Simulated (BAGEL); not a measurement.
# GeHF2 (SMILES [F][GeH][F]): UHF/STO-3G (density fitting with qzvpp-jkfit)

What is the energy change on altering one bond length of GeHF2 at UHF/STO-3G (density fitting with qzvpp-jkfit)? 

The results are computed with BAGEL 1.2.2.

3 further runs of the same task are left out: 3 set aside as unsound or not needed.

### 1 Starting point

GeHF2 has 4 atoms, charge 0, and is taken as a doublet. SMILES: `[F][GeH][F]`. The coordinates come from a PBE0-D4/def2-TZVP relaxation.

Bond lengths: F1–Ge2 1.732 Å, Ge2–F3 1.732 Å, Ge2–H4 1.564 Å. Angles: F1–Ge2–F3 103.8°, F1–Ge2–H4 106.9°, F3–Ge2–H4 107.0°.

### 2 The energy at UHF/STO-3G (density fitting with qzvpp-jkfit)

Input file hf.json:

```json
{ "bagel" : [

{
  "title" : "molecule",
  "basis" : "sto-3g",
  "df_basis" : "qzvpp-jkfit",
  "angstrom" : true,
  "geometry" : [
    { "atom" : "F", "xyz" : [      -0.250300,      -0.050400,       1.551900 ] },
    { "atom" : "Ge", "xyz" : [       0.499400,      -0.086500,      -0.009500 ] },
    { "atom" : "F", "xyz" : [      -0.446800,      -1.234800,      -0.896800 ] },
    { "atom" : "H", "xyz" : [       0.253200,       1.311400,      -0.665800 ] }
  ]
},

{ "title" : "uhf", "nopen" : 1 },

{ "title" : "print", "file" : "orbitals.molden", "orbitals" : true }

]}
```

On the command line:

```console
$ BAGEL_NUM_THREADS=1 BAGEL hf.json > hf.out
```

Standard output:

```text
* using 1 threads per process

  ===============================================================
  ===============================================================

  *** Geometry ***

  { "atom" : "F", "xyz" : [     -0.472998,     -0.095242,      2.932666 ] },
  { "atom" : "Ge", "xyz" : [      0.943729,     -0.163461,     -0.017952 ] },
  { "atom" : "F", "xyz" : [     -0.844330,     -2.333434,     -1.694706 ] },
  { "atom" : "H", "xyz" : [      0.478479,      2.478187,     -1.258180 ] },

  Number of auxiliary basis functions:      438

  Since a DF basis is specified, we compute 2- and 3-index integrals:
    o Being stored without compression. Storage requirement is 0.003 GB

  Number of basis functions:       29
  Number of electrons      :       51

    * METHOD: MOLECULE                             0.13

  *** Open-shell HF ***

  === Nuclear Repulsion ===
   206.0820727809

      * DIIS with orbital gradients will be used.

  === UHF iteration (sto-3g) ===
      0      -2248.27482372          0.03026909           0.03
      1      -2248.36998620          0.00694386           0.03
      2      -2248.37680940          0.00239849           0.03
      3      -2248.37804583          0.00114933           0.03
      4      -2248.37858503          0.00025847           0.03
      5      -2248.37865244          0.00008999           0.03
      6      -2248.37866619          0.00003369           0.03
      7      -2248.37866794          0.00001134           0.03
      8      -2248.37866819          0.00000588           0.04
      9      -2248.37866826          0.00000267           0.03
     10      -2248.37866828          0.00000095           0.03
     11      -2248.37866828          0.00000048           0.03
     12      -2248.37866828          0.00000013           0.03
     13      -2248.37866828          0.00000003           0.04
     14      -2248.37866828          0.00000001           0.03
     15      -2248.37866828          0.00000000           0.03
    * SCF iteration converged.

    * S^2 (UHF) is 0.7571

    * Permanent dipole moment:
           (   -0.652566,    -0.216501,     0.157161) a.u.

    * METHOD: UHF                                  0.64

    * METHOD: PRINT                                0.00

  ===============================================================
```

Run time: 0.89 s. Hardware: 1 thread of Arm Neoverse V1, shared host; peak memory 0.081 GiB.

### 3 The distorted shape, same level

Input file input.json:

```json
{ "bagel" : [

{
  "title" : "molecule",
  "basis" : "sto-3g",
  "df_basis" : "qzvpp-jkfit",
  "angstrom" : true,
  "geometry" : [
    { "atom" : "F", "xyz" : [      -0.108344,       0.121876,       1.685019 ] },
    { "atom" : "Ge", "xyz" : [       0.641356,       0.085776,       0.123619 ] },
    { "atom" : "F", "xyz" : [      -0.446800,      -1.234800,      -0.896800 ] },
    { "atom" : "H", "xyz" : [       0.395156,       1.483676,      -0.532681 ] }
  ]
},

{ "title" : "uhf", "nopen" : 1 },

{ "title" : "print", "file" : "orbitals.molden", "orbitals" : true }

]}
```

On the command line:

```console
$ BAGEL_NUM_THREADS=1 BAGEL input.json > input.out
```

Standard output:

```text
* using 1 threads per process

  ===============================================================
  ===============================================================

  *** Geometry ***

  { "atom" : "F", "xyz" : [     -0.204740,      0.230312,      3.184224 ] },
  { "atom" : "Ge", "xyz" : [      1.211987,      0.162093,      0.233606 ] },
  { "atom" : "F", "xyz" : [     -0.844330,     -2.333434,     -1.694706 ] },
  { "atom" : "H", "xyz" : [      0.746737,      2.803741,     -1.006621 ] },

  Number of auxiliary basis functions:      438

  Since a DF basis is specified, we compute 2- and 3-index integrals:
    o Being stored without compression. Storage requirement is 0.003 GB

  Number of basis functions:       29
  Number of electrons      :       51

    * METHOD: MOLECULE                             0.13

  *** Open-shell HF ***

  === Nuclear Repulsion ===
   193.3503589430

      * DIIS with orbital gradients will be used.

  === UHF iteration (sto-3g) ===
      0      -2248.18537041          0.03553305           0.03
      1      -2248.32331184          0.01137329           0.03
      2      -2248.33838022          0.00377025           0.03
      3      -2248.34091632          0.00163613           0.03
      4      -2248.34232264          0.00046100           0.03
      5      -2248.34263618          0.00030610           0.03
      6      -2248.34291589          0.00025913           0.03
      7      -2248.34330186          0.00022300           0.03
      8      -2248.34357161          0.00018859           0.03
      9      -2248.34380846          0.00011765           0.03
     10      -2248.34383858          0.00004727           0.03
     11      -2248.34383927          0.00003597           0.03
     12      -2248.34384272          0.00002219           0.03
     13      -2248.34384323          0.00001179           0.03
     14      -2248.34384342          0.00000369           0.03
     15      -2248.34384346          0.00000207           0.04
     16      -2248.34384350          0.00000072           0.03
     17      -2248.34384350          0.00000024           0.03
     18      -2248.34384350          0.00000010           0.03
     19      -2248.34384350          0.00000006           0.03
     20      -2248.34384350          0.00000004           0.03
     21      -2248.34384350          0.00000002           0.03
     22      -2248.34384350          0.00000001           0.03
     23      -2248.34384350          0.00000001           0.03
     24      -2248.34384350          0.00000001           0.03
     25      -2248.34384350          0.00000001           0.03
    * SCF iteration converged.

    * S^2 (UHF) is 0.8227

    * Permanent dipole moment:
           (   -0.606313,    -0.307977,     0.089956) a.u.

    * METHOD: UHF                                  0.97

    * METHOD: PRINT                                0.00

  ===============================================================
```

Run time: 1.2 s. Hardware: 1 thread of Arm Neoverse V1, shared host; peak memory 0.081 GiB.

### 4 What came out

Level: UHF/STO-3G (density fitting with qzvpp-jkfit).

```
                                                          quantity           value
                                         first shape: total energy  -2248.37867 Eh
                                        first shape: dipole moment          1.79 D
                                                 first shape: ⟨S²⟩           0.757
                                     distorted shape: total energy  -2248.34384 Eh
                                    distorted shape: dipole moment          1.74 D
                                             distorted shape: ⟨S²⟩           0.823
energy change with the Ge2–F3 bond stretched from 1.732 to 1.992 Å        0.948 eV
```

With the Ge2–F3 bond stretched from 1.732 to 1.992 Å the energy rises by 0.95 eV (91.4 kJ/mol). The first shape isn't relaxed at this level, so the change isn't measured from a minimum. The minimal basis adds a large error of its own.
